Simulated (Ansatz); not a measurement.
What does this script print? It uses the Ansatz DFT code, driven from Python.

The script, `polymorphs.py`:
```python
# -*- coding: utf-8 -*-
"""Polymorphs of CdAu, after relaxing cells and atoms."""

import warnings

import ansatz as az
import numpy as np
import pandas as pd
import spglib

PHASES = {
    "P-6m2": (
        [[3.090332, 0.0, 0.0], [-1.545166, 2.676306, 0.0], [0.0, 0.0, 4.601282]],
        [
            ("Cd", [0.0, 0.0, 0.0]),
            ("Au", [1 / 3, 2 / 3, 0.5]),
        ],
    ),
    "Pm-3m": (
        [[3.32, 0.0, 0.0], [0.0, 3.32, 0.0], [0.0, 0.0, 3.32]],
        [
            ("Cd", [0.5, 0.5, 0.5]),
            ("Au", [0.0, 0.0, 0.0]),
        ],
    ),
}


def build(vectors, sites):
    crystal = az.Crystal(lattice=az.Lattice.of(vectors))
    for symbol, position in sites:
        crystal = crystal.atom(symbol, position)
    return crystal


def ground_state(name, crystal):
    calc = (
        crystal.calculation()
        .functional("pbesol")
        .mixing("msr1", ndim=8, beta=0.4)
        .scf(tolerance=1e-08, max_iterations=80, extra_bands=12)
        .basis(500)
        .kpoints(spacing=0.26)
        .occupations("fermi_dirac", width=0.05)
        .stress()
        .band_table()
    )
    calc = calc.relax(force_tolerance=0.03, max_steps=60, cell=True)
    return calc.run()


def space_group(outcome):
    sites = outcome.report["lattice"]["sites"]
    kinds = sorted({site["symbol"] for site in sites})
    cell = (outcome.lattice.cell_ang, [site["position_frac"] for site in sites], [kinds.index(site["symbol"]) for site in sites])
    return spglib.get_spacegroup(cell, symprec=0.01)


def volume_per_atom(outcome):
    return abs(np.linalg.det(outcome.lattice.cell_ang)) / len(outcome.lattice.sites)


def main():
    warnings.simplefilter("ignore", az.DeckWarning)

    phases = {name: build(*cell) for name, cell in PHASES.items()}

    done = {}
    for name, crystal in phases.items():
        done[name] = ground_state(name, crystal)
        print(f"{name}: {done[name].report['energy_sigma0_ev']:.4f} eV, {len(done[name].lattice.sites)} atoms")

    energy = {name: o.report["energy_sigma0_ev"] / len(o.lattice.sites) for name, o in done.items()}
    lowest = min(energy.values())
    rows = [(name, len(o.lattice.sites), 1000 * (energy[name] - lowest), space_group(o), volume_per_atom(o)) for name, o in done.items()]
    rows.sort(key=lambda row: row[2])
    print(pd.DataFrame(rows, columns=["phase", "atoms", "dE (meV/atom)", "space group", "V (A^3/atom)"]).round(4).to_string(index=False))
    print("lowest in energy:", rows[0][0])


if __name__ == "__main__":
    main()
```

Output of `python polymorphs.py`:
```text
P-6m2: -21191.4052 eV, 2 atoms
Pm-3m: -21191.5337 eV, 2 atoms
phase  atoms  dE (meV/atom) space group  V (A^3/atom)
Pm-3m      2         0.0000 Pm-3m (221)       18.2679
P-6m2      2        64.2465 P-6m2 (187)       18.3506
lowest in energy: Pm-3m
```

By space group at the end of each run: Pm-3m (+0 meV an atom, 18.3 Å³) and P-6m2 (+64 meV an atom, 18.4 Å³).

Caveats:
- The settings weren't tested for convergence.
- For the metals among these phases the mesh is modest: differences between phases can be off by up to 40 meV an atom.
- The program warned that this SCF threshold is loose for forces or stresses.
- Spin-orbit coupling, which matters for elements this heavy, is left out.
- The cells come from databases of deposited and of computed structures, and not all need be stable phases.
- The ranking holds among these structures alone, at zero temperature; the ground state may be another structure. Differences under about 40 meV an atom lie within the error of mesh and functional.
- The script silences the warnings on its input, which a real study should read.
- Run time: 52 s on 1 thread of Arm Neoverse V1 (shared host), peak memory 0.51 GiB.
